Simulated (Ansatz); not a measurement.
# FGeH₂N: ionisation energy by level of theory, part 2 of 2

Ansatz 0.2.0, Gaussian basis; unrestricted cation, the program's frozen cores in correlated methods.

## Step 8: Cation, UKS B2PLYP (frozen core)/def2-TZVPP

Contents of in.yaml:

```yaml
crystal:
  periodic: [false, false, false]
  atoms:
    - {symbol: N, position_ang: [-0.477732, 0.347608, -0.204749]}
    - {symbol: Ge, position_ang: [0.434068, -0.305198, 1.217231]}
    - {symbol: F, position_ang: [1.598294, -1.203910, 0.235496]}
    - {symbol: H, position_ang: [-1.280116, 0.952567, -0.130551]}
    - {symbol: H, position_ang: [-0.224515, 0.135333, -1.158727]}
basis:
  gaussian: {orbitals: def2-TZVPP}
total_charge: 1
magnetization: {spin_polarized: true, initial_magnetization: 1}
hamiltonian: {xc: {name: B2PLYP}}
```

Log:

```text
Functional definition: B2PLYP
  name "B2PLYP"
  cite "Grimme, J. Chem. Phys. 124, 034108 (2006) doi:10.1063/1.2148954"
  cite "Becke, Phys. Rev. A 38, 3098 (1988) doi:10.1103/PhysRevA.38.3098"
  cite "Lee, Yang & Parr, Phys. Rev. B 37, 785 (1988) doi:10.1103/PhysRevB.37.785"
  parameter a = 0.53
  parameter c = 0.27
  exchange = (1 - a)*b88_x + a*exact_x
  correlation = (1 - c)*lyp_c + c*(mp2_os + mp2_ss)
877 factors; integrals over basis functions are off by at most 8.1e-4 eV
mean field evaluation 1: about -60715.3796 eV, gradient 7.0e1 eV
mean field evaluation 2: about -60715.4508 eV, gradient 6.9e1 eV
mean field evaluation 4: about -60731.5329 eV, gradient 1.2e1 eV
mean field evaluation 8: about -60732.4222 eV, gradient 8.6e-1 eV
mean field evaluation 16: about -60732.4576 eV, gradient 1.4e-2 eV
mean field evaluation 32: about -60732.4576 eV, gradient 6.7e-5 eV
mean field evaluation 64: about -60732.5242 eV, gradient 2.1e-1 eV
mean field evaluation 96: about -60725.2487 eV, gradient 6.8e0 eV
mean field evaluation 128: about -60732.4951 eV, gradient 1.6e0 eV
mean field -60732.52521592 eV, -2231.8791357009 hartree, gradient 2.2e-6 eV, S^2 0.755579; 6 other end points of the search recorded, 0 dependent functions left out
11 core orbitals not correlated: weight in the atoms' cores, before any rotation towards them, 1.000 or more for the frozen orbitals, at most 0.000 for the correlated occupied ones
reference -60732.52533241 eV, -2231.8791399820 hartree; 14, 13 occupied and 113, 114 virtual orbitals, 877 factors
second order -20.99647622 eV of doubles, -0.00000000 eV of singles
Total energy: -60738.19438099 eV, -2232.0874736746 hartree
```

It took 29 s on 2 threads, shared host; peak memory 0.5 GiB.

The neutral molecule at this level: -60748.6973 eV. Difference: 10.503 eV. ⟨S²⟩ = 0.756.

## Step 9: Cation, UHF-CCSD(T)/def2-TZVPP

Changes to in.yaml since step 8:

```diff
@@ -12,2 +12,3 @@
 magnetization: {spin_polarized: true, initial_magnetization: 1}
-hamiltonian: {xc: {name: B2PLYP}}
+correlation: {method: ccsd_t}
+scf: {omitted_lower_state_checks: [cluster_reference]}
```

Log:

```text
Functional definition: HF
  name "HF"
  cite "Fock, Z. Phys. 61, 126 (1930) doi:10.1007/BF01340294"
  parent pbe
  exchange = exact_x
  correlation = 0
these checks for a lower state are left out or cut short: cluster_reference
877 factors; integrals over basis functions are off by at most 8.1e-4 eV
mean field evaluation 1: about -60676.8569 eV, gradient 5.2e1 eV
mean field evaluation 2: about -60676.8608 eV, gradient 5.2e1 eV
mean field evaluation 4: about -60686.7831 eV, gradient 3.8e0 eV
mean field evaluation 8: about -60686.9135 eV, gradient 2.2e-1 eV
mean field evaluation 16: about -60687.2832 eV, gradient 1.5e-1 eV
mean field evaluation 32: about -60687.2472 eV, gradient 1.7e0 eV
mean field evaluation 64: about -60687.2750 eV, gradient 2.2e-1 eV
mean field evaluation 96: about -60687.2885 eV, gradient 6.0e-2 eV
mean field -60687.28939225 eV, -2230.2167498430 hartree, gradient 1.7e-7 eV, S^2 0.784589; 9 other end points of the search recorded, 0 dependent functions left out
11 core orbitals not correlated: weight in the atoms' cores, before any rotation towards them, 1.000 or more for the frozen orbitals, at most 0.000 for the correlated occupied ones
reference -60687.28939225 eV, -2230.2167498430 hartree; 14, 13 occupied and 113, 114 virtual orbitals, 877 factors
second order -17.34019651 eV of doubles, -0.00000000 eV of singles
cycle   1  -17.18116343 eV  change    1.6e-1 eV  update   1.1e-1
cycle   2  -17.63635619 eV  change   -4.6e-1 eV  update   4.1e-2
cycle   3  -17.78474846 eV  change   -1.5e-1 eV  update   2.7e-2
cycle   4  -17.78297474 eV  change    1.8e-3 eV  update   1.1e-2
cycle   5  -17.77859116 eV  change    4.4e-3 eV  update   7.3e-3
cycle   6  -17.78496304 eV  change   -6.4e-3 eV  update   3.4e-3
cycle   7  -17.78661976 eV  change   -1.7e-3 eV  update   2.0e-3
cycle   8  -17.78627628 eV  change    3.4e-4 eV  update   1.1e-3
cycle   9  -17.78643112 eV  change   -1.5e-4 eV  update   9.6e-4
cycle  10  -17.78645347 eV  change   -2.2e-5 eV  update   9.1e-4
cycle  11  -17.78638027 eV  change    7.3e-5 eV  update   9.0e-4
cycle  12  -17.78613439 eV  change    2.5e-4 eV  update   8.9e-4
cycle  13  -17.78634777 eV  change   -2.1e-4 eV  update   8.9e-4
cycle  14  -17.78622323 eV  change    1.2e-4 eV  update   8.9e-4
cycle  15  -17.78690719 eV  change   -6.8e-4 eV  update   8.9e-4
cycle  16  -17.78769422 eV  change   -7.9e-4 eV  update   8.6e-4
cycle  17  -17.78785390 eV  change   -1.6e-4 eV  update   8.1e-4
cycle  18  -17.78943405 eV  change   -1.6e-3 eV  update   7.6e-4
cycle  19  -17.78929299 eV  change    1.4e-4 eV  update   8.3e-4
cycle  20  -17.78936844 eV  change   -7.5e-5 eV  update   8.1e-4
cycle  21  -17.79071788 eV  change   -1.3e-3 eV  update   8.2e-4
cycle  22  -17.79534953 eV  change   -4.6e-3 eV  update   1.3e-3
cycle  23  -17.79447082 eV  change    8.8e-4 eV  update   2.8e-3
cycle  24  -17.79459464 eV  change   -1.2e-4 eV  update   2.4e-3
cycle  25  -17.79148478 eV  change    3.1e-3 eV  update   2.5e-3
cycle  26  -17.79041333 eV  change    1.1e-3 eV  update   1.4e-3
cycle  27  -17.78952919 eV  change    8.8e-4 eV  update   7.5e-4
cycle  28  -17.79059291 eV  change   -1.1e-3 eV  update   2.7e-4
cycle  29  -17.79081695 eV  change   -2.2e-4 eV  update   2.0e-4
cycle  30  -17.79110165 eV  change   -2.8e-4 eV  update   7.4e-5
cycle  31  -17.79112064 eV  change   -1.9e-5 eV  update   5.3e-5
cycle  32  -17.79106536 eV  change    5.5e-5 eV  update   1.7e-5
cycle  33  -17.79106148 eV  change    3.9e-6 eV  update   1.2e-5
perturbative correction -0.61338854 eV, -0.0225416133 hartree
Total energy: -60705.69384227 eV, -2230.8931009062 hartree
Checks for a lower state left out: cluster_reference
```

It took 3.1 min on 2 threads, shared host; peak memory 1.9 GiB.

Less the neutral's -60716.1671 eV (earlier run), this gives 10.473 eV. ⟨S²⟩ = 0.785. T1 = 0.063 (report).

## Step 10: Cation, UHF-MP2/def2-QZVPP

Changes to in.yaml since step 9:

```diff
@@ -9,6 +9,6 @@
 basis:
-  gaussian: {orbitals: def2-TZVPP}
+  gaussian: {orbitals: "def2-QZVPP.json"}
 total_charge: 1
 magnetization: {spin_polarized: true, initial_magnetization: 1}
-correlation: {method: ccsd_t}
+correlation: {method: mp2}
 scf: {omitted_lower_state_checks: [cluster_reference]}
```

Log:

```text
Functional definition: HF
  name "HF"
  cite "Fock, Z. Phys. 61, 126 (1930) doi:10.1007/BF01340294"
  parent pbe
  exchange = exact_x
  correlation = 0
these checks for a lower state are left out or cut short: cluster_reference
1678 factors; integrals over basis functions are off by at most 1.1e-3 eV
mean field evaluation 1: about -60677.7203 eV, gradient 5.5e1 eV
mean field evaluation 2: about -60677.7229 eV, gradient 5.5e1 eV
mean field evaluation 4: about -60688.1260 eV, gradient 4.1e0 eV
mean field evaluation 8: about -60688.2663 eV, gradient 2.1e-1 eV
mean field evaluation 16: about -60688.6525 eV, gradient 1.1e-1 eV
mean field evaluation 32: about -60688.6525 eV, gradient 8.1e-6 eV
mean field evaluation 64: about -60688.5415 eV, gradient 2.1e0 eV
mean field evaluation 96: about -60688.1366 eV, gradient 2.2e0 eV
mean field -60688.65248180 eV, -2230.2668424600 hartree, gradient 8.1e-6 eV, S^2 0.780982; 7 other end points of the search recorded, 0 dependent functions left out
11 core orbitals not correlated: weight in the atoms' cores, before any rotation towards them, 1.000 or more for the frozen orbitals, at most 0.000 for the correlated occupied ones
reference -60688.65248180 eV, -2230.2668424600 hartree; 14, 13 occupied and 238, 239 virtual orbitals, 1678 factors
second order -25.55242472 eV of doubles, -0.00000000 eV of singles
Total energy: -60714.20490652 eV, -2231.2058767485 hartree
Checks for a lower state left out: cluster_reference
```

It took 87 s on 2 threads, shared host; peak memory 0.89 GiB.

The neutral molecule at this level: -60724.9790 eV. Difference: 10.774 eV. ⟨S²⟩ = 0.781.

## Step 11: From triple and quadruple zeta to the limit

No new run: Hartree-Fock is extrapolated as exp(−7.88√X) and correlation as X^−2.97, with X = 3 and 4; only MP2 was run in the larger set, so CCSD(T) minus MP2 is added from the smaller one.

```csv
level,energy at the limit (eV)
HF,-60688.8402
MP2,-60720.4758
CCSD,-60720.9266
CCSD(T),-60721.5400
```

This is no true limit for total energies: MP2 correlation changes by a factor of 1.47 from triple to quadruple zeta (about 1.07 in light molecules), because outer-core shells are correlated in sets not made for them. Much of that cancels between molecule and atoms or ions.

The neutral's limit, from its own earlier runs, is -60732.1627 eV in the additive form (MP2 limit plus CCSD(T) minus MP2 in triple zeta), in which the cation has -60721.5400 eV.

## Step 12: The ladder

Differences are taken before rounding.

```csv
method,ionisation energy (eV),from CCSD(T)/def2-TZVPP (eV),time
PBE-D4,10.03,-0.45,9.1 s
r2SCAN-D4,10.12,-0.35,23 s
PBE0-D4,10.18,-0.29,12 s
B3LYP-D4,10.30,-0.17,18 s
ωB97X-V,10.28,-0.19,34 s
ωB97M-V,10.27,-0.20,45 s
B2PLYP,10.50,+0.03,32 s
HF/def2-TZVPP,9.04,-1.43,
MP2/def2-TZVPP,10.69,+0.22,
CCSD/def2-TZVPP,10.39,-0.09,
CCSD(T)/def2-TZVPP,10.47,0,3.5 min
```

Among the levels timed on like hardware and quicker than the yardstick, those that no quicker one beats, quickest first: PBE-D4 (9.1 s, -0.45 eV); PBE0-D4 (12 s, -0.29 eV); B3LYP-D4 (18 s, -0.17 eV); B2PLYP (32 s, +0.03 eV).

Times add the cation's run and the neutral's; HF, MP2 and CCSD come out of the CCSD(T) runs.

For comparison, −ε(HOMO) of the neutral from earlier runs:

```csv
functional,−ε(HOMO) (eV),by energy difference (eV)
LDA (SPW92),6.70,
PBE-D4,6.52,10.03
revPBE-D4,6.45,
BLYP-D4,6.44,
r2SCAN-D4,6.83,10.12
B97M-V,6.79,
PBE0-D4,7.72,10.18
B3LYP-D4,7.56,10.30
r2SCANh-D4,7.27,
r2SCAN0-D4,7.93,
HSE06-D4,7.31,
BHLYP-D4,8.82,
CAM-B3LYP-D4,9.09,
LC-ωPBE,10.34,
ωB97X-V,10.01,10.28
ωB97M-V,9.94,10.27
```

## Step 13: What came out

This closing draws on all 2 parts.

| quantity | value |
| --- | --- |
| ionisation energy, CCSD(T)/def2-TZVPP | 10.47 eV |
| nearest functional by difference | B2PLYP (+0.03 eV) |
| nearest −ε(HOMO) | LC-ωPBE (-0.14 eV) |
| −ε(HOMO) of PBE | 6.52 eV |
| T1 of the cation | 0.063 |

**Reading.** By cation minus neutral, the functionals miss by 0.45 eV at most. −ε(HOMO) of PBE misses by 4.0 eV, since self-interaction lifts the level. Among orbital estimates LC-ωPBE comes nearest. Hartree-Fock falls 1.43 eV short, as the neutral has more correlation energy than the cation. The cation's T1 (from the report) is 0.063, above the customary mark of 0.045 for open shells, so the coupled-cluster value is less safe. The cation may have settled in a state other than its lowest; no search over hole states beyond the program's own was made. Correlated methods include outer-core shells of Ge, which these sets cover unevenly. With outer-core shells in play the reference is unsure by up to some tenths of an eV, so close misses can't be ranked.

B2PLYP reaches 0.03 eV from the reference in 32 s, where CCSD(T)/def2-TZVPP took 3.5 min; the quickest level in the cost chart, PBE-D4, takes 9.1 s and misses by 0.45 eV.
